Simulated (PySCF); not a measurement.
# TiO2: structure of the singlet

The task is one start of a wider search on TiO2: the singlet, from a bent start. It is relaxed, tested by its Hessian and followed downhill if it is a saddle.

Method: PBE0, basis Ti def2-TZVP, O def2-TZVP, no relativity, density fitting; program: PySCF 2.14.0.

## 1. Where the work starts

3 atoms, charge 0, spin multiplicity 1.

Bond lengths: Ti1–O2 1.740 Å, Ti1–O3 1.740 Å. Angles: O2–Ti1–O3 110.0°.

Z-matrix (Å, degrees; charge 0 multiplicity 1):
```
Ti
O  1 1.7400
O  1 1.7400 2 110.00
```

## 2. First SCF at the start

One driver script runs all steps and calls PySCF; scf.py shows how it sets up the SCF of each step. The optimiser is the driver's own. After this first run the driver tries any further starts and a stability analysis.

scf.py

```python
from pyscf import gto, scf, dft
mol = gto.M(atom='''
Ti     0.000000     0.000000     0.000000
O      1.425300     0.000000     0.998000
O     -1.425300     0.000000     0.998000''',
    basis={'Ti': 'def2-TZVP', 'O': 'def2-TZVP'},
    charge=0, spin=0)
mf = dft.RKS(mol, xc='PBE0')
mf.grids.atom_grid = (50, 194)
aux = {'Ti': 'def2-universal-JKFIT', 'O': 'def2-universal-JKFIT'}
mf = mf.density_fit(auxbasis=aux)
mf.conv_tol = 1e-08
mf.diis_space = 10
mf.max_cycle = 60
mf.init_guess = 'minao'
mf.verbose = 4
mf.kernel()
```

The run is started by

```console
$ OMP_NUM_THREADS=2 python axn.py task.json out
```

After this run come: Relaxation: bent start, singlet; Frequencies.

Before running it: what results should come out? Wanted: minimum; geometry; wavenumbers; dipole moment; highest occupied, lowest empty level; polar-tensor charge of Ti1; zero-point energy; atomisation energy.

The runs gave:

| quantity | value |
| --- | --- |
| minimum | singlet, C2v |
| geometry | Ti–O 1.628 Å (×2); O–Ti–O 111.8° |
| wavenumbers (cm⁻¹) | 353 (a1), 1010 (b2), 1060 (a1) |
| dipole moment | 6.82 D |
| highest occupied, lowest empty level | -7.24, -2.74 eV |
| polar-tensor charge of Ti1 | +1.88 e |
| zero-point energy | 14.5 kJ/mol |
| entropy at 298.15 K | 258.1 J/(mol K) |
| atomisation energy (no zero-point energy) | 1237 kJ/mol |

The molecule stays C2v, as typed, and the end point is a minimum. In the infrared the band at 1010 cm⁻¹ (b2, stretch) leads. With 6.8 D the molecule is strongly polar. Other starts or spin states, not run here, may lie lower.
